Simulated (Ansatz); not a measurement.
# Sc3SbP2: the cost of one run

Method: DFT PBE, scalar-relativistic, plane waves, PAW, in Ansatz 0.2.0.

## (1) The starting structure

It takes space group P4/mmm (No. 123, tetragonal). Conventional cell: a = 3.404 Å, b = 3.404 Å, c = 10.177 Å, α = 90.00°, β = 90.00°, γ = 90.00°. Sc (site symmetry 4mm) has 4 P at 2.85 Å and 4 Sb at 3.05 Å and 1 Sc at 3.22 Å as nearest neighbours. Sc (site symmetry 4/mmm) has 8 P at 2.94 Å and 2 Sc at 3.22 Å as nearest neighbours. Sb (site symmetry 4/mmm) is surrounded by 8 Sc at 3.05 Å and 2 P at 3.40 Å and 4 Sb at 3.40 Å. P (site symmetry 4mm) has 8 Sc at 2.85 to 2.94 Å and 1 Sb at 3.40 Å as nearest neighbours.

As a file:

```
CELL_PARAMETERS angstrom
3.40404 0.00000 0.00000
0.00000 3.40404 0.00000
0.00000 0.00000 10.17708
ATOMIC_POSITIONS crystal
Sc 0.50000 0.50000 0.18374
Sc 0.50000 0.50000 0.50000
Sc 0.50000 0.50000 0.81625
Sb 0.00000 0.00000 0.00000
P 0.00000 0.00000 0.33426
P 0.00000 0.00000 0.66574
```

The cell is invented: species swapped into a database cell of Al3Ni2Pt (P4/mmm, No. 123), with Sc on the Al sites, P on the Ni sites and Sb on the Pt sites. Its size is a rough estimate.

## (2) A first look at the guess

Contents of input.yaml:

```yaml
crystal:
  lattice:
    - [3.40403822, 0.0, 0.0]
    - [0.0, 3.40403822, 0.0]
    - [0.0, 0.0, 10.1770811]
  atoms:
    - { symbol: Sc, position: [0.5, 0.5, 0.183745] }
    - { symbol: Sc, position: [0.5, 0.5, 0.5] }
    - { symbol: Sc, position: [0.5, 0.5, 0.816255] }
    - { symbol: Sb, position: [0.0, 0.0, 0.0] }
    - { symbol: P, position: [0.0, 0.0, 0.33426499] }
    - { symbol: P, position: [0.0, 0.0, 0.66573501] }
basis:
  ecutwfc: 420
kpoints:
  mp_grid: { grid: [6, 6, 2] }
hamiltonian:
  xc: pbe
scf:
  occupations: { method: gaussian, width: 0.1 }
  lower_state_search: "off"
output:
  forces: true
  stress: true
  eigenvalues: true
```

The run is started by

```console
ansatz run input.yaml --threads 1 --pin off --max-ram 2560MiB --backend cpu --events-out ev --progress --plain --runs-dir out
```

Q: Estimate wall time and peak memory on 1 thread of Intel Xeon at 2.70GHz, shared host.

About 5.5 s, with a peak of 0.43 GiB.
